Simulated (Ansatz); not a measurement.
# ClF2H3O3Si2: small, medium and large basis sets

One table from this session's results is given with a row withheld; the runs are named, their logs left out.

Method: one geometry, several basis sets; program: Ansatz 0.2.0, Gaussian basis.

The runs, in order: PBE0-D4/def2-SVP; ωB97M-V/def2-SVP; PBE0-D4/def2-QZVPP; ωB97M-V/def2-QZVPP; the functionals' def2-TZVPP values are taken from earlier runs.

### Structure used throughout

An earlier PBE0-D4 in a triple-zeta def2 set relaxation fixed the geometry.

SMILES `O[SiH](Cl)O[Si](O)(F)F`, 11 atoms, charge 0, spin multiplicity 1.

Atoms are counted from 1 here; the program's logs count them from 0.

Bond lengths: O1–Si2 1.621 Å, O1–H9 0.962 Å, Si2–Cl3 2.045 Å, Si2–O4 1.638 Å, Si2–H10 1.465 Å, O4–Si5 1.601 Å, Si5–O6 1.622 Å, Si5–F7 1.574 Å, Si5–F8 1.575 Å, O6–H11 0.958 Å. Angles: Si2–O1–H9 117.4°, O1–Si2–Cl3 111.3°, O1–Si2–O4 110.9°, O1–Si2–H10 108.6°, Cl3–Si2–O4 107.0°, Cl3–Si2–H10 109.4°, O4–Si2–H10 109.6°, Si2–O4–Si5 137.8°, O4–Si5–O6 107.5°, O4–Si5–F7 110.0°, O4–Si5–F8 111.3°, O6–Si5–F7 111.3°, O6–Si5–F8 110.8°, F7–Si5–F8 105.9°, Si5–O6–H11 119.8°.

The first run:

in.yaml reads:

```yaml
crystal:
  periodic: [false, false, false]
  atoms:
    - {symbol: O, position_ang: [-0.261774, -1.965719, -0.821393]}
    - {symbol: Si, position_ang: [-1.232817, -1.132561, 0.173519]}
    - {symbol: Cl, position_ang: [-0.979292, -1.712609, 2.117883]}
    - {symbol: O, position_ang: [-0.901775, 0.470238, 0.106078]}
    - {symbol: Si, position_ang: [0.388642, 1.410764, -0.010879]}
    - {symbol: O, position_ang: [1.658017, 0.458022, -0.344763]}
    - {symbol: F, position_ang: [0.169077, 2.488263, -1.137235]}
    - {symbol: F, position_ang: [0.629605, 2.219757, 1.318457]}
    - {symbol: H, position_ang: [0.676722, -1.757044, -0.800419]}
    - {symbol: H, position_ang: [-2.622692, -1.364835, -0.226859]}
    - {symbol: H, position_ang: [2.541586, 0.828822, -0.353688]}
basis:
  gaussian: {orbitals: def2-SVP}
hamiltonian: {xc: pbe0, dispersion: d4}
output: {orbitals: {seedname: orbitals}}
```

Started as:

```
$ ansatz run in.yaml --threads 2 --pin off --events-out ev --progress --plain --max-ram 31744MiB --backend cpu
```

Among the steps run: PBE0-D4 in def2-SVP; ωB97M-V in def2-SVP; PBE0-D4 in def2-QZVPP; ωB97M-V in def2-QZVPP.

One of the session's tables, all rows but one given; the rest of the session is left out.

It belongs to the step «Density functionals: the series». 

| functional | basis | HOMO (eV) | LUMO (eV) |
| --- | --- | --- | --- |
| PBE0-D4 | def2-SVP | -9.10 | 0.51 |
| PBE0-D4 | def2-TZVPP | -9.29 | 0.01 |
| PBE0-D4 | def2-QZVPP | ? | ? |
| ωB97M-V | def2-SVP | -11.37 | 2.19 |
| ωB97M-V | def2-TZVPP | -11.62 | 1.50 |
| ωB97M-V | def2-QZVPP | -11.67 | 0.94 |

**Question.** Estimate the row for PBE0-D4, def2-QZVPP.

The run gave: HOMO (eV): -9.34; LUMO (eV): -0.32. In the column «HOMO (eV)» it lies between ωB97M-V, def2-SVP (-11.37) and PBE0-D4, def2-TZVPP (-9.29).
